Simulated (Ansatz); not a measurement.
# Be (Beryllium): the cost of one run

Program: Ansatz 0.2.0. Level of theory: DFT PBE, scalar-relativistic, plane waves, PAW. These are calculated values, not measurements.

1 further run of the same task is left out (set aside as unsound or not needed).

### Step 1. The structure to begin with

The structure is hexagonal, space group P6_3/mmc (No. 194). The conventional cell has a = 2.269 Å, b = 2.269 Å, c = 3.547 Å, α = 90.00°, β = 90.00°, γ = 120.00°. Around Be (site symmetry -6m2) lie 12 Be at 2.20 to 2.27 Å.

As a file:

```xyz
2
Lattice="2.2693 0.0000 0.0000 -1.1346 1.9653 0.0000 0.0000 0.0000 3.5470" Properties=species:S:1:pos:R:3 pbc="T T T"
Be    0.0000    1.3102    0.8867
Be    1.1346    0.6551    2.6602
```

This cell was relaxed beforehand with the same method: volume 7.91 Å³/atom, gap on the mesh none (metal).

### Step 2. Linear response at Γ

Contents of input.yaml:

```yaml
crystal:
  lattice:
    - [2.2692845061, 0.0, 0.0]
    - [-1.1346422531, 1.9652580307, 0.0]
    - [0.0, 0.0, 3.5469604755]
  atoms:
    - { symbol: Be, position: [0.3333333333, 0.6666666667, 0.25] }
    - { symbol: Be, position: [0.6666666667, 0.3333333333, 0.75] }
basis:
  ecutwfc: 420
kpoints:
  mp_grid: { grid: [9, 9, 6] }
hamiltonian:
  xc: pbe
scf:
  occupations: { method: fermi_dirac, width: 0.15 }
output:
  eigenvalues: true
phonons:
  method: dfpt
  eigenvectors: true
```

The run is started by

```console
$ ansatz run input.yaml --threads 1 --pin off --max-ram 2560MiB --backend cpu --events-out ev --progress --plain --runs-dir out
```

What time and memory should one allow on 1 thread of Intel Xeon Platinum 8488C (Sapphire Rapids), shared host?

About 2.1 s, with a peak of 0.42 GiB.
